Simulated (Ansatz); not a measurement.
**GeH+ (singlet): RPA-PBE over a scan of the distance Ge1–H2, cc-pVQZ**

Aim: run GeH+ (singlet) with these functionals over a scan of the distance Ge1–H2, and hold them against the top wave-function level at the same points.

Method: cc-pVQZ, all electrons in the functionals, frozen cores in the correlation of double hybrids and RPA; program: Ansatz 0.2.0, Gaussian basis.

The runs, in order: RPA-PBE, at 1.252 Å; 1.434 Å; 1.589 Å; 1.749 Å; 1.912 Å; 2.144 Å; 2.601 Å; 2.959 Å; 3.431 Å; 4.317 Å; 5.290 Å.

21 further runs of the same task are left out: 15 that didn't finish, 6 set aside as unsound or not needed.

**1. The geometry**

The geometry derives from a PBE0/def2-TZVP stationary point (not a proven minimum). One bond is set to the value named and the two fragments are kept rigid. No spin-orbit coupling is included. The filled d shell of Ge may be among the frozen orbitals whatever the setting's name suggests; the logs give the count.

2 atoms, charge 1, spin multiplicity 1.

Atoms are counted from 1 here; the program's logs count them from 0.

Bond lengths: Ge1–H2 1.589 Å.

As a file:

```xyz
2

Ge    0.0000    0.0000    0.0000
H     0.0000    0.0000    1.5886
```

No dispersion term is added.

The geometry shown and the zero of energy belong to the point 1.589 Å. The yardstick, FCI, and other wave-function levels (R restricted, U unrestricted, valence and pair active spaces) come from earlier runs.

**2. RPA-PBE, 1.252 Å**

in.yaml

```yaml
crystal:
  periodic: [false, false, false]
  atoms:
    - {symbol: Ge, position_ang: [0.000000, 0.000000, 0.000000]}
    - {symbol: H, position_ang: [0.000000, 0.000000, 1.252000]}
basis:
  gaussian: {orbitals: cc-pVQZ}
total_charge: 1
hamiltonian: {xc: {name: PBE}}
correlation: {method: rpa, electrons: outside_noble_gas}
```

Run with:

```bash
$ ansatz run in.yaml --threads 1 --pin off --events-out ev --progress --plain --max-ram 2393MiB
```

Further steps of the session: RPA-PBE, 1.434 Å; RPA-PBE, 1.589 Å; RPA-PBE, 1.749 Å; RPA-PBE, 1.912 Å; RPA-PBE, 2.144 Å; RPA-PBE, 2.601 Å; RPA-PBE, 2.959 Å; RPA-PBE, 3.431 Å; RPA-PBE, 4.317 Å; RPA-PBE, 5.290 Å.

Q: Predict the results of all the runs planned. Wanted: span of the FCI curve; largest miss, RPA-PBE.

The runs gave:

| quantity | value |
| --- | --- |
| span of the FCI curve | 3.110 eV |
| largest miss, RPA-PBE | -0.168 eV (5.290 Å) |

What this shows: RPA-PBE strays by up to 0.168 eV, at 5.290 Å. RPA-PBE clearly breaks the spin symmetry at some points (⟨S²⟩ up to 1.00 above the pure value), so energy there is bought with a mixed spin. Functionals and the yardstick converge differently with the basis, so part of each miss in cc-pVQZ is the basis.
